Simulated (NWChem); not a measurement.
**CH7O2Si2 (SMILES O[SiH]C[SiH2]O): levels of theory compared**

Aim: a comparison of 4 runs (UHF/STO-3G, UHF/3-21G, UB3LYP/6-31G*) of CH7O2Si2. 

The calculation is run with NWChem 7.3.0.

## 1. Starting point

CH7O2Si2: 12 atoms, total charge 0, spin state doublet. As SMILES, `O[SiH]C[SiH2]O`. The coordinates come from a PBE0-D4/def2-TZVP relaxation. This is one conformer, not always the lowest.

Bond lengths: O1–Si2 1.657 Å, Si2–C3 1.877 Å, C3–Si4 1.870 Å, Si4–O5 1.651 Å, O1–H6 0.958 Å, Si2–H7 1.491 Å, C3–H8 1.097 Å, C3–H9 1.095 Å, Si4–H10 1.491 Å, Si4–H11 1.481 Å, O5–H12 0.958 Å. Some angles: O1–Si2–C3 112.1°, Si2–C3–Si4 112.6°, C3–Si4–O5 113.2°, O1–Si2–H7 104.2°, C3–Si2–H7 109.9°, Si2–O1–H6 117.8°, Si2–C3–H8 107.0°, Si2–C3–H9 110.5°, Si4–C3–H8 109.5°, Si4–C3–H9 109.9°.

## 2. Energy and forces at UHF/STO-3G (run 1)

Contents of geom.nw:

```
start geom
memory total 2200 mb

geometry units angstroms noautosym nocenter noautoz
O        0.729100       2.017700       1.342100
Si      -0.071900       0.662600       1.859300
C       -0.793200      -0.318600       0.430500
Si       0.406100      -0.503400      -0.992200
O       -0.062600      -1.640100      -2.093900
H        0.245900       2.642900       0.799800
H        0.978200      -0.141000       2.548100
H       -1.051900      -1.310000       0.821100
H       -1.721100       0.144100       0.078300
H        0.546500       0.826900      -1.650000
H        1.722000      -0.970100      -0.498600
H       -0.849900      -1.466200      -2.610500
end

basis spherical bse
* library STO-3G
end

scf
doublet
uhf
thresh 1e-08
maxiter 80
print low
end

task scf gradient
```

Launch:

```bash
$ nwchem geom.nw > geom.out
```

Log:

```text
[...]
  functions       =    40
[...]
  wavefunction    = UHF
[...]
         Total SCF energy =   -760.360667881379
      One electron energy =  -1633.152528454513
      Two electron energy =    584.504006295345
 Nuclear repulsion energy =    288.287854277788
                       Sz =      0.5000
                 Sz(Sz+1) =      0.7500
                      S^2 =      0.7521
[...]
                         UHF ENERGY GRADIENTS
    atom               coordinates                        gradient
                 x          y          z           x          y          z
   1 O       1.377799   3.812900   2.536201   -0.038406   0.007681  -0.012910
   2 Si     -0.135871   1.252132   3.513568    0.001176   0.019120  -0.022432
   3 C      -1.498931  -0.602067   0.813527   -0.001571   0.005103   0.000273
   4 Si      0.767418  -0.951288  -1.874986   -0.020744  -0.029661  -0.001393
   5 O      -0.118297  -3.099340  -3.956897   -0.028502   0.028837  -0.003831
   6 H       0.464684   4.994357   1.511403    0.025052  -0.011837   0.015246
   7 H       1.848530  -0.266451   4.815211    0.019297  -0.015808   0.017943
   8 H      -1.987803  -2.475541   1.551654   -0.000745  -0.011467   0.006455
   9 H      -3.252407   0.272310   0.147966   -0.009267   0.006194  -0.004167
  10 H       1.032735   1.562614  -3.118048    0.001374   0.028978  -0.014409
  11 H       3.254108  -1.833223  -0.942217    0.027323  -0.010187   0.010802
[...]
```

Run time: 8.7 s. Hardware: 1 thread of Intel Xeon Platinum 8259CL at 2.50GHz (Skylake/Cascade Lake), shared host; peak memory 0.098 GiB.

## 3. Energy and forces at UHF/3-21G (run 2)

Contents of calc.nw:

```
START calc
memory total 2200 mb
charge 0
GEOMETRY noautosym nocenter noautoz
   O        0.729100       2.017700       1.342100
   Si      -0.071900       0.662600       1.859300
   C       -0.793200      -0.318600       0.430500
   Si       0.406100      -0.503400      -0.992200
   O       -0.062600      -1.640100      -2.093900
   H        0.245900       2.642900       0.799800
   H        0.978200      -0.141000       2.548100
   H       -1.051900      -1.310000       0.821100
   H       -1.721100       0.144100       0.078300
   H        0.546500       0.826900      -1.650000
   H        1.722000      -0.970100      -0.498600
   H       -0.849900      -1.466200      -2.610500
END
BASIS spherical bse
   O library 3-21G
   Si library 3-21G
   C library 3-21G
   H library 3-21G
END
SCF
   doublet
   uhf
   thresh 1e-08
   maxiter 80
   print low
END
TASK scf gradient
```

Launch:

```bash
$ nwchem calc.nw > calc.out
```

Log:

```text
[...]
  functions       =    67
[...]
  wavefunction    = UHF
[...]
         Total SCF energy =   -765.462078385897
      One electron energy =  -1633.715298201427
      Two electron energy =    579.965365537741
 Nuclear repulsion energy =    288.287854277788
                       Sz =      0.5000
                 Sz(Sz+1) =      0.7500
                      S^2 =      0.7522
[...]
                         UHF ENERGY GRADIENTS
    atom               coordinates                        gradient
                 x          y          z           x          y          z
   1 O       1.377799   3.812900   2.536201   -0.004173  -0.014339   0.010674
   2 Si     -0.135871   1.252132   3.513568    0.000862   0.017492  -0.025749
   3 C      -1.498931  -0.602067   0.813527    0.014214   0.005380  -0.001251
   4 Si      0.767418  -0.951288  -1.874986   -0.022963  -0.010386  -0.007442
   5 O      -0.118297  -3.099340  -3.956897    0.007985   0.008439   0.013970
   6 H       0.464684   4.994357   1.511403   -0.004090  -0.011064   0.003125
   7 H       1.848530  -0.266451   4.815211    0.003607   0.000814  -0.000571
   8 H      -1.987803  -2.475541   1.551654    0.000295  -0.005014   0.002566
   9 H      -3.252407   0.272310   0.147966   -0.003047   0.003661  -0.002433
  10 H       1.032735   1.562614  -3.118048    0.000584  -0.000752  -0.000043
  11 H       3.254108  -1.833223  -0.942217    0.001399  -0.002236  -0.001471
[...]
```

Wall time 10 s (1 thread of Intel Xeon Platinum 8259CL at 2.50GHz (Skylake/Cascade Lake), shared host); peak memory 0.098 GiB.

Run 3 isn't shown in full; the table further down has it.

## 4. Energy and forces at UB3LYP/6-31G(d) (Cartesian functions) (run 4)

Contents of ch7o2si2.nw:

```
START ch7o2si2
memory total 2200 mb

GEOMETRY units au noautosym nocenter noautoz
  O    1.37779932   3.81290040   2.53620143
  Si  -0.13587131   1.25213253   3.51356778
  C   -1.49893076  -0.60206674   0.81352710
  Si   0.76741778  -0.95128813  -1.87498626
  O   -0.11829686  -3.09933982  -3.95689753
  H    0.46468365   4.99435717   1.51140295
  H    1.84853010  -0.26645138   4.81521114
  H   -1.98780291  -2.47554122   1.55165412
  H   -3.25240763   0.27230953   0.14796556
  H    1.03273533   1.56261453  -3.11804811
  H    3.25410839  -1.83322331  -0.94221745
  H   -1.60607823  -2.77071644  -4.93313005
END

BASIS
  * library 6-31G*
END

DFT
  xc b3lyp
  mult 2
  grid fine
  convergence energy 1e-08
  iterations 100
  mulliken
  print medium
END

TASK dft gradient
```

Launch:

```bash
$ nwchem ch7o2si2.nw > ch7o2si2.out
```

Log:

```text
[...]
          Wavefunction type:  spin polarized.
          No. of atoms     :    12
          No. of electrons :    57
[...]
          Charge           :     0
          Spin multiplicity:     2
[...]
          AO basis - number of functions:    97
[...]
              XC Information
              --------------
                         B3LYP Method XC Potential
                     Hartree-Fock (Exact) Exchange  0.200
                        Slater Exchange Functional  0.800 local
                    Becke 1988 Exchange Functional  0.720 non-local
              Lee-Yang-Parr Correlation Functional  0.810
                  VWN I RPA Correlation Functional  0.190 local
[...]
 d= 0,ls=0.0,diis     1   -771.6723870700 -1.06D+03  8.28D-03  2.67D-01     7.0
[...]
 d= 0,ls=0.0,diis    11   -771.7797505600 -9.15D-09  2.87D-07  4.72D-10    62.5
[...]
         Total DFT energy =     -771.779750559979
      One electron energy =    -1639.534179964145
           Coulomb energy =      646.672433595298
    Exchange-Corr. energy =      -67.205837783483
 Nuclear repulsion energy =      288.287833592350
[...]
      <S2> =      0.7513 (Exact =     0.7500)
[...]
  wavefunction    = open shell
[...]
```

It took 75 s on 1 thread of Intel Xeon Platinum 8259CL at 2.50GHz (Skylake/Cascade Lake), shared host; peak memory 0.13 GiB.

## 5. All runs side by side

| run | level | iteration cap | module | energy (Eh) | ⟨S²⟩ | largest force (eV/Å) | wall time |
| --- | --- | --- | --- | --- | --- | --- | --- |
| 1 | UHF/STO-3G | 80 | scf | -760.360668 | 0.752 | 2.121 | 8.7 s |
| 2 | UHF/3-21G | 80 | scf | -765.462078 | 0.752 | 1.601 | 10 s |
| 3 | UB3LYP/6-31G* (spherical functions) | 100 | dft | -771.772827 | 0.751 | 0.670 | 76 s |
| 4 | UB3LYP/6-31G* (Cartesian functions) | 100 | dft | -771.779751 | 0.751 | 0.662 | 75 s |

## 6. Results

| quantity | value |
| --- | --- |
| run 4: total energy | -771.77975 Eh |
| run 4: dipole moment | 3.28 D |
| run 4: HOMO energy (highest over α and β) | -5.10 eV |
| run 4: LUMO energy (lowest over α and β) | -2.15 eV |
| run 4: ⟨S²⟩ | 0.751 |
| run 4: largest force on an atom | 0.662 eV/Å |

**Reading.** In run 1 the basis is minimal, so the values are rough. All runs together took 2.8 min, the longest 76 s.
